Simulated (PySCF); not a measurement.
**AgBr (silver bromide), step by step**

We compute a geometry optimisation (PW6B95-D4/3-21G), then the energy (DF-CCSD(T)/def2-mTZVP), then the excited states (ADC(2)/ma-def2-SVP) of AgBr (silver bromide). Input form: a Python script.

The calculation is run with PySCF 2.14.0.

1 further run of the same task is left out (for a faulty analytic Hessian).

**1. The structure to begin with**

AgBr: 2 atoms, total charge 0, spin state singlet. SMILES: `[Br][Ag]`. All atoms were displaced at random from a relaxed shape. The run starts from this shape.

Bond lengths: Br1–Ag2 2.446 Å.

**2. A structure relaxation at PW6B95-D4/3-21G (run 1)**

Contents of input.py:

```python
# [Br][Ag]
from pyscf import gto, dft
from pyscf.geomopt.geometric_solver import kernel as optimise

mol = gto.M(
    atom=[
    ('Br', (1.070827, -0.406691, 0.611272)),
    ('Ag', (-1.009565, 0.261918, -0.487352)),
],
    charge=0,
    max_memory=1860,
    basis='3-21g',
    verbose=4,
)

myscf = dft.RKS(mol, xc='pw6b95')
myscf.disp = 'd4'
myscf.max_cycle = 100
converged, mol_eq = optimise(myscf, maxsteps=100)
print('converged:', converged)
print(mol_eq.tostring())

myscf.reset(mol_eq)
mol = mol_eq
myscf.kernel()
if not myscf.converged:
    myscf = myscf.newton().run(myscf.mo_coeff, myscf.mo_occ)
e_final = myscf.e_tot
print('E = %.10f Eh' % e_final)
```

Launch:

```bash
$ OMP_NUM_THREADS=1 python input.py
```

Log:

```text
PySCF version 2.14.0

[INPUT] num. atoms = 2
[INPUT] num. electrons = 82
[INPUT] charge = 0
[INPUT] spin (= nelec alpha-beta = 2S) = 0
[INPUT] symmetry False subgroup None
[INPUT] Mole.unit = angstrom
[INPUT] Symbol           X                Y                Z      unit          X                Y                Z       unit  Magmom
[INPUT]  1 Br     1.070827000000  -0.406691000000   0.611272000000 AA    2.023569756790  -0.768534607325   1.155136667615 Bohr   0.0
[INPUT]  2 Ag    -1.009565000000   0.261918000000  -0.487352000000 AA   -1.907801354947   0.494953287094  -0.920961806259 Bohr   0.0

nuclear repulsion = 355.911687440912
number of shells = 24
number of NR pGTOs = 135
number of NR cGTOs = 58
basis = 3-21g
ecp = {}
Create scanner for <class 'pyscf.grad.rks.Gradients'>
Create scanner for <class 'pyscf.dft.rks.RKS'>

maxiter                   100
----------------------------------------------------------
Custom engine selected.
Bonds will be generated from interatomic distances less than 1.20 times sum of covalent radii
6 internal coordinates being used (instead of 6 Cartesians)
Internal coordinate system (atoms numbered from 1):
Distance 1-2
Translation-X 1-2
Translation-Y 1-2
Translation-Z 1-2
Rotation-A 1-2
Rotation-B 1-2
Rotation-C 1-2
> ===== Optimization Info: ====
> Job type: Energy minimization
> Maximum number of optimization cycles: 100
> Initial / maximum trust radius (Angstrom): 0.100 / 0.300
> Convergence Criteria:
> Will converge when all 5 criteria are reached:
>  |Delta-E| < 1.00e-06
>  RMS-Grad  < 3.00e-04
>  Max-Grad  < 4.50e-04
>  RMS-Disp  < 1.20e-03
>  Max-Disp  < 1.80e-03
> === End Optimization Info ===

Geometry optimization cycle 1
Cartesian coordinates (Angstrom)
 Atom        New coordinates             dX        dY        dZ
  Br   1.070827  -0.406691   0.611272    0.000000  0.000000  0.000000
  Ag  -1.009565   0.261918  -0.487352    0.000000  0.000000  0.000000

WARN: Mole.unit (angstrom) is changed to Bohr

New geometry
   1 Br     1.070827000000  -0.406691000000   0.611272000000 AA    2.023569756790  -0.768534607325   1.155136667615 Bohr
   2 Ag    -1.009565000000   0.261918000000  -0.487352000000 AA   -1.907801354947   0.494953287094  -0.920961806259 Bohr

******** <class 'pyscf.scf.hf.RKS_Scanner'> ********
method = RKS_Scanner
initial guess = minao
damping factor = 0
level_shift factor = 0
DIIS = <class 'pyscf.scf.diis.CDIIS'>
diis_start_cycle = 1
diis_space = 8
diis_damp = 0
SCF conv_tol = 1e-09
SCF conv_tol_grad = None
SCF max_cycles = 100
direct_scf = True
direct_scf_tol = 1e-13
XC library pyscf.dft.libxc version 7.0.0
    S. Lehtola, C. Steigemann, M. J.T. Oliveira, and M. A.L. Marques.,  SoftwareX 7, 1–5 (2018)
XC functionals = pw6b95
    Y. Zhao and D. G. Truhlar.,  J. Phys. Chem. A 109, 5656 (2005)
radial grids:
    Treutler-Ahlrichs [JCP 102, 346 (1995); DOI:10.1063/1.469408] (M4) radial grids

becke partition: Becke, JCP 88, 2547 (1988); DOI:10.1063/1.454033
pruning grids: <function nwchem_prune>
grids dens level: 3
symmetrized grids: False
atomic radii adjust function: <function treutler_atomic_radii_adjust>
small_rho_cutoff = 0
Set gradient conv threshold to 3.16228e-05
Initial guess from minao.
tot grids = 42864
Calc dispersion correction with DFTD4.
Parameters: xc=pw6b95, atm=True
init E= -7728.44036451074
  HOMO = -0.385205888330075  LUMO = -0.153098033502299  gap/eV = 6.31598
cycle= 1 E= -7740.60345298944  delta_E= -12.2  |g|= 0.476  |ddm|= 1.21
  HOMO = -0.147416512916771  LUMO = -0.0921562960675324  gap/eV = 1.50371
cycle= 2 E= -7740.54351672152  delta_E= 0.0599  |g|= 0.569  |ddm|= 1.39
  HOMO = -0.262344527813745  LUMO = -0.092266268261614  gap/eV = 4.62807
cycle= 3 E= -7740.66537109653  delta_E= -0.122  |g|= 0.102  |ddm|= 0.904
  HOMO = -0.241161185747652  LUMO = -0.098292959244255  gap/eV = 3.88764
cycle= 4 E= -7740.66894490603  delta_E= -0.00357  |g|= 0.0219  |ddm|= 0.168
  HOMO = -0.240392121125594  LUMO = -0.0982789207062718  gap/eV = 3.86710
cycle= 5 E= -7740.66903117169  delta_E= -8.63e-05  |g|= 0.00254  |ddm|= 0.0223
  HOMO = -0.241214124203998  LUMO = -0.0976341332828747  gap/eV = 3.90701
cycle= 6 E= -7740.66903471513  delta_E= -3.54e-06  |g|= 0.000255  |ddm|= 0.0047
  HOMO = -0.24122459740723  LUMO = -0.0976814237726356  gap/eV = 3.90601
cycle= 7 E= -7740.66903473878  delta_E= -2.37e-08  |g|= 2.1e-05  |ddm|= 0.000574
  HOMO = -0.241223676046212  LUMO = -0.0976822656151246  gap/eV = 3.90596
cycle= 8 E= -7740.66903473932  delta_E= -5.38e-10  |g|= 4.81e-06  |ddm|= 8.38e-05
  HOMO = -0.241225211435305  LUMO = -0.097682392115809  gap/eV = 3.90600
Extra cycle  E= -7740.66903473936  delta_E= -3.55e-11  |g|= 2.73e-06  |ddm|= 1.61e-05
converged SCF energy = -7740.66903473936

******** <class 'pyscf.grad.rhf.Gradients_Scanner'> for <class 'pyscf.scf.hf.RKS_Scanner'> ********
unit = Eh/Bohr
grid_response = False
Calc dispersion correction with DFTD4.
Parameters: xc=pw6b95, atm=True
--------------- RKS_Scanner gradients ---------------
         x                y                z
0 Br    -0.0054196711     0.0016759688    -0.0029167011
1 Ag     0.0054230488    -0.0016844874     0.0028597444
----------------------------------------------
cycle 1: E = -7740.66903474  dE = -7740.67  norm(grad) = 0.00900633
Step    0 : Gradient = 6.368e-03/6.379e-03 (rms/max) Energy = -7740.6690347394
Hessian Eigenvalues: 5.00000e-02 5.00000e-02 5.00000e-02 ... 5.00000e-02 5.00000e-02 1.04093e-01

Geometry optimization cycle 2
Cartesian coordinates (Angstrom)
 Atom        New coordinates             dX        dY        dZ
  Br   1.084672  -0.409594   0.619802    0.013845 -0.002903  0.008530
  Ag  -1.023481   0.265001  -0.494677   -0.013916  0.003083 -0.007325
New geometry
   1 Br     1.084671605412  -0.409593809223   0.619802279818 AA    2.049732269321  -0.774020121750   1.171256560236 Bohr
   2 Ag    -1.023481100289   0.265001123793  -0.494676673477 AA   -1.934098973215   0.500779546671  -0.934803433083 Bohr

******** <class 'pyscf.scf.hf.RKS_Scanner'> ********
method = RKS_Scanner
initial guess = minao
damping factor = 0
level_shift factor = 0
DIIS = <class 'pyscf.scf.diis.CDIIS'>
diis_start_cycle = 1
diis_space = 8
diis_damp = 0
SCF conv_tol = 1e-09
SCF conv_tol_grad = None
SCF max_cycles = 100
direct_scf = True
direct_scf_tol = 1e-13
XC library pyscf.dft.libxc version 7.0.0
    S. Lehtola, C. Steigemann, M. J.T. Oliveira, and M. A.L. Marques.,  SoftwareX 7, 1–5 (2018)
XC functionals = pw6b95
    Y. Zhao and D. G. Truhlar.,  J. Phys. Chem. A 109, 5656 (2005)
radial grids:
    Treutler-Ahlrichs [JCP 102, 346 (1995); DOI:10.1063/1.469408] (M4) radial grids

becke partition: Becke, JCP 88, 2547 (1988); DOI:10.1063/1.454033
pruning grids: <function nwchem_prune>
grids dens level: 3
symmetrized grids: False
atomic radii adjust function: <function treutler_atomic_radii_adjust>
small_rho_cutoff = 0
Set gradient conv threshold to 3.16228e-05
tot grids = 42864
Calc dispersion correction with DFTD4.
Parameters: xc=pw6b95, atm=True
init E= -7740.66497952822
  HOMO = -0.243252973223459  LUMO = -0.100636892761825  gap/eV = 3.88078
cycle= 1 E= -7740.66922353693  delta_E= -0.00424  |g|= 0.00506  |ddm|= 0.0327
  HOMO = -0.238433915416234  LUMO = -0.0991224232027803  gap/eV = 3.79086
cycle= 2 E= -7740.66922388741  delta_E= -3.5e-07  |g|= 0.00535  |ddm|= 0.0171
  HOMO = -0.239904490708817  LUMO = -0.0989996582885695  gap/eV = 3.83422
cycle= 3 E= -7740.66923595646  delta_E= -1.21e-05  |g|= 0.00053  |ddm|= 0.00925
  HOMO = -0.239897227287139  LUMO = -0.0990483728376015  gap/eV = 3.83269
cycle= 4 E= -7740.66923603582  delta_E= -7.94e-08  |g|= 0.000295  |ddm|= 0.000943
  HOMO = -0.239906013420519  LUMO = -0.0990391147204681  gap/eV = 3.83318
cycle= 5 E= -7740.66923604971  delta_E= -1.39e-08  |g|= 2.42e-05  |ddm|= 0.000234
  HOMO = -0.239910068588844  LUMO = -0.0990341536914969  gap/eV = 3.83343
cycle= 6 E= -7740.66923605025  delta_E= -5.4e-10  |g|= 7.24e-06  |ddm|= 0.000109
  HOMO = -0.239905545614447  LUMO = -0.0990352942782193  gap/eV = 3.83327
Extra cycle  E= -7740.66923605021  delta_E= 3.18e-11  |g|= 8.5e-06  |ddm|= 2.67e-05
converged SCF energy = -7740.66923605021

******** <class 'pyscf.grad.rhf.Gradients_Scanner'> for <class 'pyscf.scf.hf.RKS_Scanner'> ********
unit = Eh/Bohr
grid_response = False
Calc dispersion correction with DFTD4.
Parameters: xc=pw6b95, atm=True
--------------- RKS_Scanner gradients ---------------
         x                y                z
0 Br    -0.0003347285     0.0000231761    -0.0002257062
1 Ag     0.0003296609    -0.0000494398     0.0001678176
----------------------------------------------
cycle 2: E = -7740.66923605  dE = -0.000201311  norm(grad) = 0.000550279
Step    1 : Displace = 1.619e-02/1.619e-02 (rms/max) Trust = 1.000e-01 (=) Grad = 3.891e-04/4.044e-04 (rms/max) E (change) = -7740.6692360502 (-2.013e-04) Quality = 1.032
Hessian Eigenvalues: 4.97885e-02 5.00000e-02 5.00000e-02 ... 5.00000e-02 5.00005e-02 9.81533e-02

Geometry optimization cycle 3
Cartesian coordinates (Angstrom)
 Atom        New coordinates             dX        dY        dZ
  Br   1.085832  -0.407863   0.621579    0.001160  0.001730  0.001777
  Ag  -1.024527   0.263863  -0.495147   -0.001046 -0.001138 -0.000470
New geometry
   1 Br     1.085831924901  -0.407863465070   0.621579066023 AA    2.051924955372  -0.770750245199   1.174614199546 Bohr
   2 Ag    -1.024527282736   0.263863106587  -0.495146725914 AA   -1.936075971515   0.498629005827  -0.935691703453 Bohr

******** <class 'pyscf.scf.hf.RKS_Scanner'> ********
method = RKS_Scanner
initial guess = minao
damping factor = 0
level_shift factor = 0
DIIS = <class 'pyscf.scf.diis.CDIIS'>
diis_start_cycle = 1
diis_space = 8
diis_damp = 0
SCF conv_tol = 1e-09
SCF conv_tol_grad = None
SCF max_cycles = 100
direct_scf = True
direct_scf_tol = 1e-13
XC library pyscf.dft.libxc version 7.0.0
    S. Lehtola, C. Steigemann, M. J.T. Oliveira, and M. A.L. Marques.,  SoftwareX 7, 1–5 (2018)
XC functionals = pw6b95
    Y. Zhao and D. G. Truhlar.,  J. Phys. Chem. A 109, 5656 (2005)
radial grids:
    Treutler-Ahlrichs [JCP 102, 346 (1995); DOI:10.1063/1.469408] (M4) radial grids

becke partition: Becke, JCP 88, 2547 (1988); DOI:10.1063/1.454033
pruning grids: <function nwchem_prune>
grids dens level: 3
symmetrized grids: False
atomic radii adjust function: <function treutler_atomic_radii_adjust>
small_rho_cutoff = 0
Set gradient conv threshold to 3.16228e-05
tot grids = 42864
Calc dispersion correction with DFTD4.
Parameters: xc=pw6b95, atm=True
init E= -7740.66894812076
  HOMO = -0.240044725816978  LUMO = -0.099229936411984  gap/eV = 3.83177
cycle= 1 E= -7740.66923688476  delta_E= -0.000289  |g|= 0.000349  |ddm|= 0.00292
  HOMO = -0.239721176962809  LUMO = -0.099128585512319  gap/eV = 3.82572
cycle= 2 E= -7740.66923689256  delta_E= -7.8e-09  |g|= 0.000363  |ddm|= 0.00119
  HOMO = -0.239821872847831  LUMO = -0.0991202356065846  gap/eV = 3.82869
cycle= 3 E= -7740.66923694824  delta_E= -5.57e-08  |g|= 3.83e-05  |ddm|= 0.000632
  HOMO = -0.239820884558812  LUMO = -0.0991236610117967  gap/eV = 3.82857
cycle= 4 E= -7740.66923694878  delta_E= -5.44e-10  |g|= 2.22e-05  |ddm|= 7.52e-05
  HOMO = -0.239822181348899  LUMO = -0.0991218967827205  gap/eV = 3.82865
Extra cycle  E= -7740.66923694879  delta_E= -7.28e-12  |g|= 2.27e-05  |ddm|= 4.03e-05
converged SCF energy = -7740.66923694879

******** <class 'pyscf.grad.rhf.Gradients_Scanner'> for <class 'pyscf.scf.hf.RKS_Scanner'> ********
unit = Eh/Bohr
grid_response = False
Calc dispersion correction with DFTD4.
Parameters: xc=pw6b95, atm=True
--------------- RKS_Scanner gradients ---------------
         x                y                z
0 Br    -0.0000255229    -0.0000792340    -0.0000616275
1 Ag     0.0000189763     0.0000511497     0.0000028774
----------------------------------------------
cycle 3: E = -7740.66923695  dE = -8.98573e-07  norm(grad) = 0.000117099
Step    2 : Displace = 1.055e-03/1.055e-03 (rms/max) Trust = 1.414e-01 (+) Grad = 8.280e-05/1.036e-04 (rms/max) E (change) = -7740.6692369488 (-8.986e-07) Quality = 0.851
Hessian Eigenvalues: 4.97885e-02 5.00000e-02 5.00000e-02 ... 5.00000e-02 5.00005e-02 9.81533e-02
Converged! =D

converged: True
Br          1.08583192       -0.40786347        0.62157907
Ag         -1.02452728        0.26386311       -0.49514673

******** <class 'pyscf.dft.rks.RKS'> ********
method = RKS
initial guess = minao
damping factor = 0
level_shift factor = 0
DIIS = <class 'pyscf.scf.diis.CDIIS'>
diis_start_cycle = 1
diis_space = 8
diis_damp = 0
SCF conv_tol = 1e-09
SCF conv_tol_grad = None
SCF max_cycles = 100
direct_scf = True
direct_scf_tol = 1e-13
XC library pyscf.dft.libxc version 7.0.0
    S. Lehtola, C. Steigemann, M. J.T. Oliveira, and M. A.L. Marques.,  SoftwareX 7, 1–5 (2018)
XC functionals = pw6b95
    Y. Zhao and D. G. Truhlar.,  J. Phys. Chem. A 109, 5656 (2005)
radial grids:
    Treutler-Ahlrichs [JCP 102, 346 (1995); DOI:10.1063/1.469408] (M4) radial grids

becke partition: Becke, JCP 88, 2547 (1988); DOI:10.1063/1.454033
pruning grids: <function nwchem_prune>
grids dens level: 3
symmetrized grids: False
atomic radii adjust function: <function treutler_atomic_radii_adjust>
small_rho_cutoff = 0
Set gradient conv threshold to 3.16228e-05
Initial guess from minao.
tot grids = 42864
Calc dispersion correction with DFTD4.
Parameters: xc=pw6b95, atm=True
init E= -7728.42306262011
  HOMO = -0.3863431377281  LUMO = -0.1545069654668  gap/eV = 6.30858
cycle= 1 E= -7740.60248547444  delta_E= -12.2  |g|= 0.479  |ddm|= 1.19
  HOMO = -0.144647882661338  LUMO = -0.0933565337389843  gap/eV = 1.39571
cycle= 2 E= -7740.53482686199  delta_E= 0.0677  |g|= 0.582  |ddm|= 1.41
  HOMO = -0.262444971239297  LUMO = -0.0932860259866988  gap/eV = 4.60305
cycle= 3 E= -7740.66503504792  delta_E= -0.13  |g|= 0.109  |ddm|= 0.936
  HOMO = -0.239820206428889  LUMO = -0.0997341502292404  gap/eV = 3.81194
cycle= 4 E= -7740.66914086975  delta_E= -0.00411  |g|= 0.0226  |ddm|= 0.178
  HOMO = -0.238896086331256  LUMO = -0.099777715717007  gap/eV = 3.78560
cycle= 5 E= -7740.66923255724  delta_E= -9.17e-05  |g|= 0.00281  |ddm|= 0.0237
  HOMO = -0.23981186025671  LUMO = -0.0990709334905235  gap/eV = 3.82976
cycle= 6 E= -7740.6692369216  delta_E= -4.36e-06  |g|= 0.000266  |ddm|= 0.00522
  HOMO = -0.239821754466325  LUMO = -0.0991213853206678  gap/eV = 3.82865
cycle= 7 E= -7740.6692369482  delta_E= -2.66e-08  |g|= 2.27e-05  |ddm|= 0.000602
  HOMO = -0.239820090382351  LUMO = -0.0991226355781627  gap/eV = 3.82857
cycle= 8 E= -7740.66923694883  delta_E= -6.33e-10  |g|= 5.05e-06  |ddm|= 9e-05
  HOMO = -0.239821710432814  LUMO = -0.0991227561812351  gap/eV = 3.82861
Extra cycle  E= -7740.66923694886  delta_E= -3e-11  |g|= 2.84e-06  |ddm|= 1.7e-05
converged SCF energy = -7740.66923694886
E = -7740.6692369489 Eh
```

It took 34 s on 1 thread of Intel Xeon at 2.50GHz (Skylake/Cascade Lake), shared host; peak memory 0.44 GiB.

The path in brief:

| step | energy from the first frame kept (eV) | largest force (eV/Å) |
| --- | --- | --- |
| 0 | 0.0000 | 0.3280 |
| 1 | -0.0055 | 0.0208 |
| 2 | -0.0055 | 0.0053 |

After the run. Bond lengths: Br1–Ag2 2.480 Å.

[end of part 1 of 2]
